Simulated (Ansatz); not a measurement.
The system is Cu3O2.

```
Cu O
1.0
    -2.02298    2.02298    3.67362
     2.02298   -2.02298    3.67362
     2.02298    2.02298   -3.67362
Cu O
3 2
Direct
  0.00000 0.00000 0.00000
  0.75000 0.25000 0.50000
  0.25000 0.75000 0.50000
  0.50000 0.00000 0.50000
  0.00000 0.50000 0.50000
```

The cell comes from a database or a generator and needn't be the stable form of this composition.

Base run:

```yaml
Program: Ansatz 0.2.0
Functional: PBE
Potentials_or_basis: Ansatz PAW
Cutoff: "420 eV (not typed: the program's choice for these potentials)"
k_mesh: 9 × 9 × 9
Occupations: fermi-dirac, width 0.05 eV
Spin: no spin polarisation
Hubbard_terms: Cu d U = 4 eV
```

Its results: band gap on the k mesh none (metal or under the smearing width); pressure 3.0 GPa.

Task: The run is repeated on the same cell with these changes: hubbard terms from Cu d U = 4 eV to Cu d U = 2 eV. What comes out?

Result: Band gap on the k mesh none (metal or under the smearing width); pressure 1.8 GPa.

Caveats: an odd number of electrons without spin polarisation forces a metal; a magnetic or distorted state may lie lower; the run has no spin polarisation, though such a crystal can be magnetic; U without spin polarisation on a metal has little footing; the density of states is complete only up to the lowest level of the last band computed.
